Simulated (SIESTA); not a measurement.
Crystal: KNaBi2O6.

```
Bi K Na O
1.0
     4.14096   -4.17726    0.00000
     4.14096    4.17726    0.00000
     0.00000    0.00000    4.28888
Bi K Na O
2 1 1 6
Cartesian
  2.0705 -2.0886 0.0000
  2.0705 2.0886 0.0000
  4.1410 0.0000 2.1444
  0.0000 0.0000 2.1444
  1.4771 0.0000 0.0000
  6.8048 0.0000 0.0000
  4.1410 -1.5567 0.0000
  4.1410 1.5567 0.0000
  2.0705 -2.0886 2.1444
  2.0705 2.0886 2.1444
```

The cell comes from a database or a generator and needn't be the stable form of this composition.

| Property | Result |
| --- | --- |
| Program | SIESTA 5.4.2 |
| Task | single point |
| Functional | PBEsol |
| Potentials or basis | PseudoDojo 0.4 standard (PBEsol files) |
| Basis | DZP (energy shift 0.003 Ry; two zetas on semicore shells; d shell added on K) |
| Grid cutoff | 800 Ry |
| Energy shift | 0.003 Ry |
| k mesh | 5 × 5 × 6 |
| Occupations | fermi-dirac, width 0.05 eV |
| Spin | no spin polarisation |

On this cell: pressure 0.0 GPa; largest force 0.190 eV/Å; band gap on the k mesh none (metal or under the smearing width).

The same run follows on a disturbed copy (atoms moved at random, drawn with an rms of 0.05 Å):

```xyz
10
Lattice="4.1410 -4.1773 0.0000 4.1410 4.1773 0.0000 0.0000 0.0000 4.2889" Properties=species:S:1:pos:R:3 pbc="T T T"
Bi    2.0699   -2.1151    0.0305
Bi    2.0593    2.0585   -0.0016
K     4.1220    0.0098    2.1524
Na    0.0174    0.0364    2.1262
O     1.5263   -0.0061   -0.0082
O     6.8168    0.0257   -0.0154
O     4.1470   -1.5445    0.0068
O     4.2103    1.5794   -0.0283
O     2.1493   -2.0807    2.1350
O     2.0869    2.1640    2.1362
```

What does the disturbed cell give?

The energy (extrapolated to zero smearing) moves by +9.0 meV/atom; pressure 0.5 GPa; largest force 1.304 eV/Å; band gap on the k mesh none (metal or under the smearing width).

Forces on the atoms (eV/Å):
```
Bi   0.721  0.412 -0.474
Bi   0.529  0.574 -0.064
K    0.042 -0.049 -0.046
Na  -0.112 -0.062  0.046
O   -0.250 -0.082 -0.015
O    0.259 -0.699 -0.008
O   -0.016  0.150 -0.035
O   -1.275 -0.272  0.041
O    0.066  0.002  0.480
O    0.041  0.023  0.075
```

Stress tensor (GPa, compression positive):
```
0.69 0.21 0.09
0.21 0.07 0.17
0.09 0.17 0.64
```

Caveats: spin-orbit coupling is left out, which moves the levels of the heavy elements; the basis of atomic orbitals isn't converged, which shifts pressures, moduli and gaps.
